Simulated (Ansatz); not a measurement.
# C: the cost of one run

Method: DFT r2SCAN, scalar-relativistic, plane waves, PAW, in Ansatz 0.2.0.

**1. The system as given**

Symmetry: Fd-3m, No. 227, cubic system. Conventional cell: a = 3.567 Å, b = 3.567 Å, c = 3.567 Å, α = 90.00°, β = 90.00°, γ = 90.00°. C (site symmetry -43m) has 4 C at 1.54 Å as nearest neighbours.

Coordinates:

```
C
1.0
     0.00000   -1.78340   -1.78340
    -1.78340    0.00000   -1.78340
     1.78340    1.78340   -3.56680
C
4
Direct
  0.75000 0.75000 0.75000
  0.25000 0.25000 0.25000
  0.37500 0.37500 0.87500
  0.87500 0.87500 0.37500
```

No relaxation comes first: the listed cell is the starting point.

**2. The undisturbed cell**

Input file input.yaml:

```yaml
crystal:
  lattice:
    - [0.0, -1.7834, -1.7834]
    - [-1.7834, 0.0, -1.7834]
    - [1.7834, 1.7834, -3.5668]
  atoms:
    - { symbol: C, position: [0.75, 0.75, 0.75] }
    - { symbol: C, position: [0.25, 0.25, 0.25] }
    - { symbol: C, position: [0.375, 0.375, 0.875] }
    - { symbol: C, position: [0.875, 0.875, 0.375] }
basis:
  ecutwfc: 500
kpoints:
  mp_grid: { grid: [12, 12, 10] }
hamiltonian:
  xc: r2scan
scf:
  occupations: { method: gaussian, width: 0.05 }
output:
  forces: true
  stress: true
  eigenvalues: true
```

The run is started by

```sh
$ ansatz run input.yaml --threads 2 --pin off --max-ram 5120MiB --backend cpu --events-out ev --progress --plain --runs-dir out
```

Q: Estimate wall time and peak memory on 2 threads of Arm Neoverse V1, shared host.

About 8.1 s, with a peak of 0.44 GiB.
